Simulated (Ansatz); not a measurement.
**InSb3: a relaxation**

Aim: relax the cell and atoms of InSb3.

Method: DFT PBEsol, scalar-relativistic, plane waves, PAW, in Ansatz 0.2.0.

1 further run of the same task is left out (set aside as unsound or not needed). Runs told in other sessions of the task aren't counted.

**1. The structure to begin with**

It takes space group Pm-3m (No. 221, cubic). The conventional cell has a = 4.806 Å, b = 4.806 Å, c = 4.806 Å, α = 90.00°, β = 90.00°, γ = 90.00°. Around In (site symmetry m-3m) lie 12 Sb at 3.40 Å. Sb (site symmetry 4/mmm) is surrounded by 4 In at 3.40 Å and 8 Sb at 3.40 Å.

Structure file:

```
In Sb
1.0
     4.80637    0.00000    0.00000
     0.00000    4.80637    0.00000
     0.00000    0.00000    4.80637
In Sb
1 3
Direct
  0.00000 0.00000 0.00000
  0.50000 0.00000 0.50000
  0.00000 0.50000 0.50000
  0.50000 0.50000 0.00000
```

Source of the structure: the Materials Project (structure only).

(A quick probe on a coarse mesh, which set the mesh and smearing, is not shown.)

**3. The relaxation**

input.yaml reads:

```yaml
crystal:
  lattice:
    - [4.806367, 0.0, 0.0]
    - [0.0, 4.806367, 0.0]
    - [0.0, 0.0, 4.806367]
  atoms:
    - { symbol: In, position: [0.0, 0.0, 0.0] }
    - { symbol: Sb, position: [0.5, 0.0, 0.5] }
    - { symbol: Sb, position: [0.0, 0.5, 0.5] }
    - { symbol: Sb, position: [0.5, 0.5, 0.0] }
basis:
  ecutwfc: 420
kpoints:
  mp_grid: { grid: [10, 10, 10] }
hamiltonian:
  xc: pbesol
scf:
  occupations: { method: gaussian, width: 0.1 }
output:
  forces: true
  stress: true
  eigenvalues: true
  write_density: true
  write_potential: true
  elf: true
  volumetric_format: npy
relax:
  adjacent_minimum: "off"
  f_tol: 0.005
  max_steps: 80
  cell: { stress_tol: 0.05 }
```

On the command line:

```console
$ ansatz run input.yaml --threads 2 --pin off --max-ram 5120MiB --backend cpu --events-out ev --progress --plain --runs-dir out
```

**Question.** What will these runs give? Wanted: relaxed cell; volume; formation energy; gap on the mesh.

As calculated:

```
                                                               quantity                                                                      value
                                                           relaxed cell  a = 4.728 Å, b = 4.728 Å, c = 4.728 Å, α = 90.00°, β = 90.00°, γ = 90.00°
                                                   space group (0.01 Å)                                                            Pm-3m (No. 221)
                                                                 volume                                                              26.43 Å³/atom
formation energy (elements from runs with the same settings, not shown)                                                              +0.15 eV/atom
                                                        gap on the mesh                                                               none (metal)
```

**Reading.** The relaxed volume is 4.8 % smaller than at the start. Spin-orbit coupling is left out for Sb.
